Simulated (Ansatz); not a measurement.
**FH7N2SSi2: how energies converge with the basis set**

An exercise on one series of results from a longer session: the logs are not shown, and one member is left open.

Program: Ansatz 0.2.0, Gaussian basis. Level of theory: one geometry, several basis sets. These are calculated values, not measurements.

Levels to be run: PBE0-D4/def2-SVP; ωB97M-V/def2-SVP; PBE0-D4/def2-QZVPP; ωB97M-V/def2-QZVPP; the functionals' def2-TZVPP values are taken from earlier runs.

## The geometry

All runs share one geometry, relaxed beforehand with PBE0-D4 in a triple-zeta def2 set.

SMILES `N[SiH2]S[SiH](N)F`, 13 atoms, charge 0, spin multiplicity 1.

Atoms are counted from 1 here; the program's logs count them from 0.

Bond lengths: N1–Si2 1.708 Å, N1–H7 1.007 Å, N1–H8 1.007 Å, Si2–S3 2.164 Å, Si2–H9 1.480 Å, Si2–H10 1.482 Å, S3–Si4 2.113 Å, Si4–N5 1.690 Å, Si4–F6 1.607 Å, Si4–H11 1.477 Å, N5–H12 1.006 Å, N5–H13 1.006 Å. Angles: Si2–N1–H7 120.4°, Si2–N1–H8 119.6°, H7–N1–H8 111.1°, N1–Si2–S3 111.9°, N1–Si2–H9 107.1°, N1–Si2–H10 109.4°, S3–Si2–H9 109.3°, S3–Si2–H10 107.2°, H9–Si2–H10 112.0°, Si2–S3–Si4 98.7°, S3–Si4–N5 107.3°, S3–Si4–F6 107.1°, S3–Si4–H11 114.8°, N5–Si4–F6 114.5°, N5–Si4–H11 108.6°, F6–Si4–H11 104.7°, Si4–N5–H12 122.0°, Si4–N5–H13 122.4° and more.

The first run:

The input, in.yaml:

```yaml
crystal:
  periodic: [false, false, false]
  atoms:
    - {symbol: N, position_ang: [-2.577516, -1.739418, 0.525756]}
    - {symbol: Si, position_ang: [-1.554701, -0.548891, -0.149047]}
    - {symbol: S, position_ang: [0.205963, -0.216248, 1.065000]}
    - {symbol: Si, position_ang: [1.465033, 0.611960, -0.416546]}
    - {symbol: N, position_ang: [2.680970, 1.472706, 0.380583]}
    - {symbol: F, position_ang: [0.537707, 1.503388, -1.379042]}
    - {symbol: H, position_ang: [-2.263052, -2.692510, 0.613309]}
    - {symbol: H, position_ang: [-3.198943, -1.492465, 1.279028]}
    - {symbol: H, position_ang: [-2.337732, 0.704023, -0.229299]}
    - {symbol: H, position_ang: [-1.089689, -0.998893, -1.482540]}
    - {symbol: H, position_ang: [2.097160, -0.376021, -1.314490]}
    - {symbol: H, position_ang: [3.560298, 1.685258, -0.059371]}
    - {symbol: H, position_ang: [2.494800, 2.052312, 1.181361]}
basis:
  gaussian: {orbitals: def2-SVP}
hamiltonian: {xc: pbe0, dispersion: d4}
output: {orbitals: {seedname: orbitals}}
```

Launch:

```console
$ ansatz run in.yaml --threads 2 --pin off --events-out ev --progress --plain --max-ram 20480MiB --backend cpu
```

Steps of the session up to this table: PBE0-D4 in def2-SVP; ωB97M-V in def2-SVP; PBE0-D4 in def2-QZVPP; ωB97M-V in def2-QZVPP.

One of the session's tables, all rows but one given; the rest of the session is left out.

It belongs to the step «Functionals by basis». 

```
functional       basis  HOMO (eV)  LUMO (eV)
   PBE0-D4    def2-SVP          ?          ?
   PBE0-D4  def2-TZVPP      -7.34       0.32
   PBE0-D4  def2-QZVPP      -7.39       0.10
   ωB97M-V    def2-SVP      -9.33       2.71
   ωB97M-V  def2-TZVPP      -9.52       1.91
   ωB97M-V  def2-QZVPP      -9.57       1.45
```

Q: Estimate the row for PBE0-D4, def2-SVP from the others.

As computed: HOMO (eV): -7.19; LUMO (eV): 0.89. In the column «HOMO (eV)» it is the highest.
